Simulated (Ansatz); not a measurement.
## AgRh under changes of volume

One of the cells (16.064 Å³/atom); the others are scaled copies at fixed shape and fractional positions:

```
Ag Rh
1.0
     2.77759    0.00000    0.00000
    -1.38879    2.40546    0.00000
     0.00000    0.00000    4.80860
Ag Rh
1 1
Direct
  0.00000 0.00000 0.50000
  0.66667 0.33333 0.00000
```

The cell comes from a database or a generator and needn't be the stable form of this composition.

```yaml
Program: Ansatz 0.2.0
Functional: HSE06
Potentials_or_basis: Ansatz PAW
Cutoff: "420 eV (not typed: the program's choice for these potentials)"
k_mesh: 6 × 6 × 4
Occupations: fermi-dirac, width 0.05 eV
Spin: no spin polarisation
```

```tsv
volume (Å³/atom)	energy over the lowest point (meV/atom)	pressure (GPa)
15.100	2.97	3.4
15.421	0.00	-0.4
15.743	4.04	-3.6
16.064	14.18	-6.5
16.385	?	?
16.707	49.85	-11.1
17.028	73.96	-13.0
```

**Question.** What does the run at 16.385 Å³/atom give?

**Answer.** Energy over the lowest point 29.70 meV/atom; pressure -8.9 GPa.

Worked out: A Birch-Murnaghan fit of order 3 (a polynomial in V^(-2/3)) to the other rows has its minimum at 15.39 Å³/atom with B0 = V·E''(V) = 170 GPa and B' = 5.6 at fixed shape and positions, which overstates the stiffness. It gives 29.67 meV/atom at 16.385 Å³/atom, against the run's 29.70, and -dE/dV = -8.9 GPa, against -8.9.

Energies are extrapolated to zero smearing.

Caveats: all runs use coarse meshes; the PAW data sets come from PBE, with cores solved anew for the run's functional, which leaves a small shift of forces and pressure; the thresholds are loose for stress.
